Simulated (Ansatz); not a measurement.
# TiWC2: the cost of one run

Program: Ansatz 0.2.0. Level of theory: DFT PBEsol, scalar-relativistic, plane waves, PAW. These are calculated values, not measurements.

### Step 1. The structure to begin with

The structure is trigonal, space group R-3m (No. 166). Conventional cell: a = 3.069 Å, b = 3.069 Å, c = 15.167 Å, α = 90.00°, β = 90.00°, γ = 120.00°. C (site symmetry 3m) has 3 Ti at 2.17 Å and 3 W at 2.18 Å as nearest neighbours. Ti (site symmetry -3m) has 6 C at 2.17 Å as nearest neighbours. Around W (site symmetry -3m) lie 6 C at 2.18 Å.

As a file:

```cif
data_structure
_symmetry_space_group_name_H-M 'R-3m:H'
_symmetry_Int_Tables_number 166
_cell_length_a 3.0688
_cell_length_b 3.0688
_cell_length_c 15.1665
_cell_angle_alpha 90.000
_cell_angle_beta 90.000
_cell_angle_gamma 120.000
_cell_volume 123.70
loop_
_atom_site_label
_atom_site_type_symbol
_atom_site_symmetry_multiplicity
_atom_site_Wyckoff_symbol
_atom_site_fract_x
_atom_site_fract_y
_atom_site_fract_z
_atom_site_occupancy
C1 C 6 c 0.00000 0.00000 0.24937 1
Ti1 Ti 3 b 0.33333 0.66667 0.16667 1
W1 W 3 a 0.00000 0.00000 0.00000 1
```

The cell is the database one, not relaxed. An earlier run on this cell at PBEsol gave -9.28 GPa at 10.308 Å³/atom (14×14×14 mesh), a metal on this mesh. The cell is stretched at this level.

### Step 2. Bands on a fine mesh, Fermi surface

input.yaml

```yaml
crystal:
  lattice:
    - [1.5344244692, 0.8859003803, 5.0555025443]
    - [-1.5344244692, 0.8859003803, 5.0555025443]
    - [0.0, -1.7718007607, 5.0555025443]
  atoms:
    - { symbol: C, position: [0.249372, 0.249372, 0.249372] }
    - { symbol: C, position: [0.750628, 0.750628, 0.750628] }
    - { symbol: Ti, position: [0.5, 0.5, 0.5] }
    - { symbol: W, position: [0.0, 0.0, 0.0] }
basis:
  ecutwfc: 420
  ecutrho_ratio: 4
kpoints:
  mp_grid: { grid: [14, 14, 14] }
hamiltonian:
  xc: pbesol
scf:
  occupations: { method: gaussian, width: 0.05 }
output:
  forces: true
  stress: true
  eigenvalues: true
  eigenstates:
    nscf_kmesh: { grid: [18, 18, 18] }
    de_dk: true
    e_range: [-2.5, 2.5]
  write_density: true
  write_potential: true
  elf: true
  volumetric_format: npy
```

On the command line:

```
ansatz run input.yaml --threads 4 --pin off --max-ram 9216MiB --backend cpu --events-out ev --progress --plain --runs-dir out
```

What time and memory should one allow on 4 threads of Intel Xeon Platinum 8259CL at 2.50GHz (Skylake/Cascade Lake), shared host?

About 11 s, with a peak of 0.7 GiB.
